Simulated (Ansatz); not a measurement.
# Hf4N: the cost of one run

Program: Ansatz 0.2.0. Level of theory: DFT PBE, scalar-relativistic, plane waves, PAW. These are calculated values, not measurements.

2 further runs of the same task are left out: 1 that didn't finish, 1 set aside as unsound or not needed.

### 1 The structure to begin with

Symmetry: I4/mmm, No. 139, tetragonal system. Conventional cell: a = 4.493 Å, b = 4.493 Å, c = 9.199 Å, α = 90.00°, β = 90.00°, γ = 90.00°. Hf (site symmetry mmm) is surrounded by 2 N at 2.25 Å. Hf (site symmetry 4mm) is surrounded by 1 N at 2.22 Å. Around N (site symmetry 4/mmm) lie 6 Hf at 2.22 to 2.25 Å.

As a file:

```
CELL_PARAMETERS angstrom
-2.24674 2.24674 4.59963
2.24674 -2.24674 4.59963
2.24674 2.24674 -4.59963
ATOMIC_POSITIONS crystal
Hf 0.00000 0.50000 0.50000
Hf 0.50000 0.00000 0.50000
Hf 0.24132 0.24132 0.00000
Hf 0.75869 0.75869 0.00000
N 0.00000 0.00000 0.00000
```

It is the end of an earlier relaxation with the same method, from a generated guess; it is a trial structure. At a tolerance of 0.05 Å it has space group I4/mmm (No. 139); it has 18.57 Å³/atom, an uncorrected energy of -0.70 eV/atom over the elements.

### 2 Static run: bands, density of states and charges

input.yaml

```yaml
crystal:
  lattice:
    - [-2.2467373, 2.2467373, 4.5996316]
    - [2.2467373, -2.2467373, 4.5996316]
    - [2.2467373, 2.2467373, -4.5996316]
  atoms:
    - { symbol: Hf, position: [0.0, 0.5, 0.5] }
    - { symbol: Hf, position: [0.5, 0.0, 0.5] }
    - { symbol: Hf, position: [0.241315, 0.241315, 0.0] }
    - { symbol: Hf, position: [0.758685, 0.758685, 0.0] }
    - { symbol: "N", position: [0.0, 0.0, 0.0] }
basis:
  ecutwfc: 420
kpoints:
  mp_grid: { grid: [12, 12, 12] }
  band_path:
    path:
      - [[0.0, 0.0, 0.0], [0.0, 0.0, 0.5], [0.25, 0.25, 0.25], [0.0, 0.5, 0.0], [0.0, 0.0, 0.0], [0.5, 0.5, -0.5], [0.30964836, 0.69035164, -0.30964836]]
      - [[-0.30964836, 0.30964836, 0.30964836], [0.0, 0.0, 0.0]]
      - [[0.0, 0.0, 0.5], [-0.11929672, 0.11929672, 0.5]]
      - [[0.5, 0.5, -0.11929672], [0.5, 0.5, -0.5]]
    npoints: 14
hamiltonian:
  xc: pbe
scf:
  occupations: { method: gaussian, width: 0.1 }
  n_extra_bands: 12
output:
  forces: true
  stress: true
  eigenvalues: true
  populations: true
  dos: { projected: true, de: 0.02, nscf_kmesh: { grid: [15, 15, 15] } }
  bader: true
  write_density: true
  write_potential: true
  elf: true
  volumetric_format: npy
```

Launch:

```
> ansatz run input.yaml --threads 1 --pin off --max-ram 3072MiB --backend cpu --events-out ev --progress --plain --runs-dir out
```

Q: Estimate wall time and peak memory on 1 thread of Arm Neoverse V2, shared host.

About 4 min, with a peak of 1.3 GiB.
